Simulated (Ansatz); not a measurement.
# CaOsC2: the cost of one run

Program: Ansatz 0.2.0. Level of theory: DFT PBE, scalar-relativistic, plane waves, PAW. These are calculated values, not measurements.

## (1) The structure to begin with

It takes space group P-6m2 (No. 187, hexagonal). Conventional cell: a = 3.612 Å, b = 3.612 Å, c = 6.042 Å, α = 90.00°, β = 90.00°, γ = 120.00°. Ca (site symmetry -6m2) is surrounded by 2 C at 2.47 Å. Os (site symmetry -6m2) has 6 C at 2.16 Å as nearest neighbours. C (site symmetry 3m) is surrounded by 1 C at 1.10 Å.

Structure file:

```cif
data_structure
_symmetry_space_group_name_H-M 'P-6m2'
_symmetry_Int_Tables_number 187
_cell_length_a 3.6125
_cell_length_b 3.6125
_cell_length_c 6.0424
_cell_angle_alpha 90.000
_cell_angle_beta 90.000
_cell_angle_gamma 120.000
_cell_volume 68.29
loop_
_atom_site_label
_atom_site_type_symbol
_atom_site_symmetry_multiplicity
_atom_site_Wyckoff_symbol
_atom_site_fract_x
_atom_site_fract_y
_atom_site_fract_z
_atom_site_occupancy
Ca1 Ca 1 a 0.00000 0.00000 0.00000 1
Os1 Os 1 d 0.33333 0.66667 0.50000 1
C1 C 2 g 0.00000 0.00000 0.40935 1
```

The cell is invented: close-packed metal layers stacked AB|A, with sites between them filled layer by layer (P-6m2, No. 187). Its size is a rough estimate.

## (2) A first look at the guess

Contents of input.yaml:

```yaml
crystal:
  lattice:
    - [3.61246882, 0.0, 0.0]
    - [-1.80623441, 3.12848977, 0.0]
    - [0.0, 0.0, 6.04244512]
  atoms:
    - { symbol: Ca, position: [0.0, 0.0, 0.0] }
    - { symbol: Os, position: [0.33333333, 0.66666667, 0.5] }
    - { symbol: C, position: [0.0, 0.0, 0.40935415] }
    - { symbol: C, position: [0.0, 0.0, 0.59064585] }
basis:
  ecutwfc: 420
kpoints:
  mp_grid: { grid: [6, 6, 4] }
hamiltonian:
  xc: pbe
scf:
  occupations: { method: gaussian, width: 0.1 }
  lower_state_search: "off"
output:
  forces: true
  stress: true
  eigenvalues: true
```

Run with:

```sh
$ ansatz run input.yaml --threads 1 --pin off --max-ram 2048MiB --backend cpu --events-out ev --progress --plain --runs-dir out
```

What time and memory should one allow on 1 thread of Arm Neoverse V2, shared host?

About 2.9 s, with a peak of 0.33 GiB.
